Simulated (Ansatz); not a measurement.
**CuCl (triplet): the correlation ladder, def2-QZVPP**

An exercise on one series of results from a longer session: the logs are not shown, and one member is left open.

The runs use Ansatz 0.2.0, Gaussian basis; def2-QZVPP, core rule «outside noble gas», up to 14 orbitals frozen.

To be run: UHF; ROHF; CCSD(T) on UHF.

2 further runs of the same task are left out: 2 set aside as unsound or not needed.

### The geometry

The geometry is a PBE0/def2-TZVP stationary point (not a proven minimum).

2 atoms, charge 0, spin multiplicity 3.

Atoms are counted from 1 here; the program's logs count them from 0.

Bond lengths: Cu1–Cl2 2.141 Å.

The first run:

The input, in.yaml:

```yaml
crystal:
  periodic: [false, false, false]
  atoms:
    - {symbol: Cu, position_ang: [0.000000, 0.000000, 0.000000]}
    - {symbol: Cl, position_ang: [0.000000, 0.000000, 2.140600]}
basis:
  gaussian: {orbitals: "def2-QZVPP.json"}
magnetization: {spin_polarized: true, initial_magnetization: 2}
hamiltonian: {xc: hf}
output: {orbitals: {seedname: orbitals}}
```

Launch:

```sh
> ansatz run in.yaml --threads 1 --pin off --events-out ev --progress --plain --max-ram 3968MiB --backend cpu
```

Steps of the session up to this table: UHF; ROHF; CCSD(T) on UHF.

One table of the session follows, with a row left open; its other results are not shown here.

```
  method  from UCCSD(T) (kJ/mol)
    ROHF                 +1674.5
     UHF                       ?
    UMP2                   +41.7
   UCCSD                   +64.5
UCCSD(T)                       0
```

Estimate the missing values for UHF.

**Answer.** from UCCSD(T) (kJ/mol): +1663.7. In the column «from UCCSD(T) (kJ/mol)» it lies between UCCSD (+64.5) and ROHF (+1674.5).
